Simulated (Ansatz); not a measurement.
# Ga4TeO: the cost of one run

Program: Ansatz 0.2.0. Level of theory: DFT PBE, scalar-relativistic, plane waves, PAW. These are calculated values, not measurements.

### Step 1. The structure to begin with

The structure is hexagonal, space group P6/mmm (No. 191). The conventional cell has a = 5.573 Å, b = 5.573 Å, c = 4.847 Å, α = 90.00°, β = 90.00°, γ = 120.00°. Around Ga (site symmetry 3m) lie 2 Ga at 2.41 to 2.44 Å. Te (site symmetry 6/mmm) is surrounded by 2 O at 2.42 Å. O (site symmetry 6/mmm) is surrounded by 2 Te at 2.42 Å.

Coordinates:

```
Ga Te O
1.0
     5.57339    0.00000    0.00000
    -2.78670    4.82670    0.00000
     0.00000    0.00000    4.84694
Ga Te O
4 1 1
Direct
  0.33333 0.66667 0.25140
  0.33333 0.66667 0.74860
  0.66667 0.33333 0.74860
  0.66667 0.33333 0.25140
  0.00000 0.00000 0.00000
  0.00000 0.00000 0.50000
```

Recipe of the guess: random cell by space group and Wyckoff sites (P6/mmm, No. 191). Its size is a rough estimate.

### Step 2. A first look at the guess

Contents of input.yaml:

```yaml
crystal:
  lattice:
    - [5.57339244, 0.0, 0.0]
    - [-2.78669622, 4.82669944, 0.0]
    - [0.0, 0.0, 4.84693879]
  atoms:
    - { symbol: Ga, position: [0.33333333, 0.66666667, 0.25139758] }
    - { symbol: Ga, position: [0.33333333, 0.66666667, 0.74860242] }
    - { symbol: Ga, position: [0.66666667, 0.33333333, 0.74860242] }
    - { symbol: Ga, position: [0.66666667, 0.33333333, 0.25139758] }
    - { symbol: Te, position: [0.0, 0.0, 0.0] }
    - { symbol: O, position: [0.0, 0.0, 0.5] }
basis:
  ecutwfc: 420
kpoints:
  mp_grid: { grid: [6, 6, 4] }
hamiltonian:
  xc: pbe
scf:
  occupations: { method: gaussian, width: 0.1 }
  lower_state_search: "off"
output:
  forces: true
  stress: true
  eigenvalues: true
```

The run is started by

```bash
ansatz run input.yaml --threads 1 --pin off --max-ram 2560MiB --backend cpu --events-out ev --progress --plain --runs-dir out
```

**Question.** How long does this run take on 1 thread of Arm Neoverse V1, shared host, and how much memory does it need?

About 9.3 s, with a peak of 0.43 GiB.
